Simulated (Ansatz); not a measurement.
# SnO: the cost of one run

Computed with Ansatz 0.2.0 (DFT PBE+D3(BJ), scalar-relativistic, plane waves, PAW, unless a step's input says otherwise).

3 further runs of the same task are left out: 3 set aside as unsound or not needed.

## Step 1: The system as given

Symmetry: P4/mmm, No. 123, tetragonal system. The conventional cell has a = 3.820 Å, b = 3.820 Å, c = 22.226 Å, α = 90.00°, β = 90.00°, γ = 90.00°. Sn (site symmetry 4mm) is surrounded by 4 O at 2.25 Å. O (site symmetry 2mm) is surrounded by 4 Sn at 2.25 Å.

As a file:

```
CELL_PARAMETERS angstrom
3.82017 0.00000 0.00000
0.00000 3.82017 0.00000
0.00000 0.00000 22.22607
ATOMIC_POSITIONS crystal
Sn 0.50000 0.00000 0.20246
O 0.00000 0.00000 0.25562
O 0.50000 0.50000 0.25562
Sn 0.00000 0.50000 0.30878
Sn 0.00000 0.50000 0.50675
O 0.50000 0.50000 0.55991
O 0.00000 0.00000 0.55991
Sn 0.50000 0.00000 0.61307
```

This is the geometry of the first run shown, built on a cell relaxed beforehand with the same method.

## Step 2: The scan

Atoms count from 1 in the order of the input.

The upper layer of a bilayer is slid over the lower one; relaxed at each slide: nothing; the origin of the map has Sn5 above Sn4; the distance between the facing planes is held at 4.40 Å.

The axes are (1) slide of the upper layer along the first cell vector, from Sn5 above Sn4: 8 values from 0.000 to 0.875, periodic; (2) slide of the upper layer along the second cell vector, from Sn5 above Sn4: 8 values from 0.000 to 0.875, periodic.

Nothing else is relaxed. Points are written as (first, second).

The two vectors of the plane (Å): (3.820, 0.000, 0.000); (0.000, 3.820, 0.000).

## Step 3: Point (0/8, 0/8) of the map's two axes

The cell repeats along c, and a dipole correction in the vacuum removes the field between the copies.

input.yaml

```yaml
crystal:
  lattice:
    - [3.8201708766, 0.0, 0.0]
    - [0.0, 3.8201708766, 0.0]
    - [0.0, 0.0, 22.2260720666]
  atoms:
    - { symbol: Sn, position: [0.5, 0.0, 0.2024649244] }
    - { symbol: O, position: [0.0, 0.0, 0.2556240257] }
    - { symbol: O, position: [0.5, 0.5, 0.2556240257] }
    - { symbol: Sn, position: [0.0, 0.5, 0.308783127] }
    - { symbol: Sn, position: [0.0, 0.5, 0.5067488308] }
    - { symbol: O, position: [0.5, 0.5, 0.5599079321] }
    - { symbol: O, position: [0.0, 0.0, 0.5599079321] }
    - { symbol: Sn, position: [0.5, 0.0, 0.6130670334] }
basis:
  ecutwfc: 420
kpoints:
  mp_grid: { grid: [7, 7, 1] }
hamiltonian:
  xc: pbe
  pseudopotentials: { kind: paw, azcp: { folder: soft_1 } }
  dispersion: d3bj
scf:
  occupations: { method: gaussian, width: 0.05 }
output:
  forces: true
  eigenvalues: true
efield:
  axis: 3
  dipole_correction: true
  ramp_width: 0.04
```

On the command line:

```console
$ ansatz run input.yaml --threads 1 --pin off --max-ram 3072MiB --backend cpu --events-out ev --progress --plain --runs-dir out
```

Q: Estimate wall time and peak memory on 1 thread of Arm Neoverse N1, shared host.

About 34 s, with a peak of 0.46 GiB.
